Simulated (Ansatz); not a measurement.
**CH7BO2Si: two geometries relaxed**

All numbers below are computed with Ansatz 0.2.0 (RKS revPBE-D4/STO-3G).

## 1. The structure to begin with

Bond lengths: C1–O2 1.360 Å, O2–B3 1.466 Å, B3–Si4 2.045 Å, Si4–O5 1.696 Å, C1–H6 1.098 Å, C1–H7 1.127 Å, C1–H8 1.166 Å, B3–H9 1.123 Å, Si4–H10 1.408 Å, Si4–H11 1.486 Å, O5–H12 1.021 Å. Angles (14 of 17 angles, heavy atoms first): C1–O2–B3 108.9°, O2–B3–Si4 119.3°, B3–Si4–O5 106.3°, O2–C1–H6 112.4°, O2–C1–H7 114.6°, O2–C1–H8 110.4°, O2–B3–H9 122.7°, Si4–B3–H9 117.9°, B3–Si4–H10 108.7°, B3–Si4–H11 105.9°, O5–Si4–H10 112.5°, O5–Si4–H11 110.6°, Si4–O5–H12 102.7°, H6–C1–H7 107.8°.

Coordinates:

```xyz
12

C    -1.8441   -0.5053    0.7405
O    -1.0662   -1.2995   -0.0425
B    -0.2497   -0.4517   -0.9163
Si    1.6224    0.1037   -0.3095
O     1.6327    1.7993   -0.2863
H    -2.5326   -1.0834    1.3702
H    -1.2725    0.1985    1.4106
H    -2.5351    0.1637    0.0812
H    -0.5897   -0.1250   -1.9360
H     2.5643   -0.4282   -1.2106
H     1.7817   -0.4398    1.0640
H     2.5656    2.0127    0.0688
```

## 2. Relaxing end A

Input file input.yaml:

```yaml
crystal:
  periodic: [false, false, false]
  atoms:
    - { symbol: C, position_ang: [-1.8441, -0.5053, 0.7405] }
    - { symbol: O, position_ang: [-1.0662, -1.2995, -0.0425] }
    - { symbol: B, position_ang: [-0.2497, -0.4517, -0.9163] }
    - { symbol: Si, position_ang: [1.6224, 0.1037, -0.3095] }
    - { symbol: O, position_ang: [1.6327, 1.7993, -0.2863] }
    - { symbol: H, position_ang: [-2.5326, -1.0834, 1.3702] }
    - { symbol: H, position_ang: [-1.2725, 0.1985, 1.4106] }
    - { symbol: H, position_ang: [-2.5351, 0.1637, 0.0812] }
    - { symbol: H, position_ang: [-0.5897, -0.125, -1.936] }
    - { symbol: H, position_ang: [2.5643, -0.4282, -1.2106] }
    - { symbol: H, position_ang: [1.7817, -0.4398, 1.064] }
    - { symbol: H, position_ang: [2.5656, 2.0127, 0.0688] }
basis:
  gaussian: { orbitals: STO-3G }
hamiltonian:
  xc: revpbe
  dispersion: d4
relax:
  f_tol: 0.02
  max_steps: 50
output:
  orbitals: {}
```

Run with:

```
$ ansatz run input.yaml --threads 1 --pin off --max-ram 2048MiB --backend cpu --events-out ev --progress --plain --runs-dir out
```

What time and memory should one allow on 1 thread of Arm Neoverse V2, shared host?

About 62 s, with a peak of 0.14 GiB.
